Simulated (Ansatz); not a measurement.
**GeHO (quartet): the correlation ladder at scale of all distances = 1.000, cc-pVDZ**

Aim: climb from Hartree-Fock through coupled cluster and multireference methods for GeHO (quartet) at one geometry and basis, and see what each rung misses.

Computed with Ansatz 0.2.0, Gaussian basis. Level: cc-pVDZ, core rule «outside noble gas», up to 15 orbitals frozen.

The runs, in order: UHF; CCSD(T) on ROHF; CCSD(T) on UHF; BCCD(T) on ROHF; CISD; CCSDT(Q) on ROHF; CCSDT(Q) on UHF; CASSCF and MRCISD+Q, 5 electrons in 5 orbitals; CASSCF and NEVPT2, 5 electrons in 5 orbitals.

31 further runs of the same task are left out: 2 for a known fault of the program, 23 that didn't finish, 6 set aside as unsound or not needed.

## (1) What is computed

The geometry derives from a PBE0/def2-TZVP stationary point (not a proven minimum). All distances are scaled together. No spin-orbit coupling is included. The filled d shell of Ge may be among the frozen orbitals whatever the setting's name suggests; the logs give the count.

3 atoms, charge 0, spin multiplicity 4.

Atoms are counted from 1 here; the program's logs count them from 0.

Bond lengths: Ge1–O2 1.855 Å, Ge1–H3 1.563 Å. Angles: O2–Ge1–H3 114.5°.

## (2) UHF

Input file in.yaml:

```yaml
crystal:
  periodic: [false, false, false]
  atoms:
    - {symbol: Ge, position_ang: [0.000000, -0.037540, 0.321995]}
    - {symbol: O, position_ang: [0.000000, 0.086176, -1.528961]}
    - {symbol: H, position_ang: [0.000000, 1.337542, 1.064259]}
basis:
  gaussian: {orbitals: cc-pVDZ}
magnetization: {spin_polarized: true, initial_magnetization: 3}
hamiltonian: {xc: hf}
output: {orbitals: {seedname: orbitals}}
```

Started as:

```bash
$ ansatz run in.yaml --threads 1 --pin off --events-out ev --progress --plain --max-ram 2393MiB
```

The runs that follow: CCSD(T) on ROHF; CCSD(T) on UHF; BCCD(T) on ROHF; CISD; CCSDT(Q) on ROHF; CCSDT(Q) on UHF; CASSCF and MRCISD+Q, 5 electrons in 5 orbitals; CASSCF and NEVPT2, 5 electrons in 5 orbitals.

Before running them: what should the planned runs give, taken together? Wanted: UCCSDT(Q) below the RHF energy; RMP2 from UCCSDT(Q); UMP2 from UCCSDT(Q); RCCSD from UCCSDT(Q); RCCSD(T) from UCCSDT(Q); UCCSD(T) from UCCSDT(Q); RCCSDT(Q) from UCCSDT(Q); NEVPT2 pair from UCCSDT(Q); MRCISD+Q pair from UCCSDT(Q).

**Answer**, as computed:

```
                         quantity                      value
   UCCSDT(Q) below the RHF energy                 -6.5415 eV
              RMP2 from UCCSDT(Q)                 +924.2 meV
              UMP2 from UCCSDT(Q)                 +914.3 meV
             RCCSD from UCCSDT(Q)                 +204.2 meV
          RCCSD(T) from UCCSDT(Q)                  +55.6 meV
          UCCSD(T) from UCCSDT(Q)                  +45.8 meV
         RCCSDT(Q) from UCCSDT(Q)                  +12.7 meV
       NEVPT2 pair from UCCSDT(Q)                 +912.5 meV
     MRCISD+Q pair from UCCSDT(Q)                  +80.6 meV
levels within 1 kcal/mol (43 meV)  RCCSDT, UCCSDT, RCCSDT(Q)
                    T1 diagnostic                      0.032
```

**Reading.** RCCSD(T) lands +55.6 meV from the yardstick (0.9 % of the correlation energy). Of the multireference levels listed MRCISD+Q pair comes nearest in total energy (+80.6 meV), which doesn't show that its space is the better one. These misses are within one basis, not against nature; the frozen cores of restricted and unrestricted runs differ, which can shift their rows.
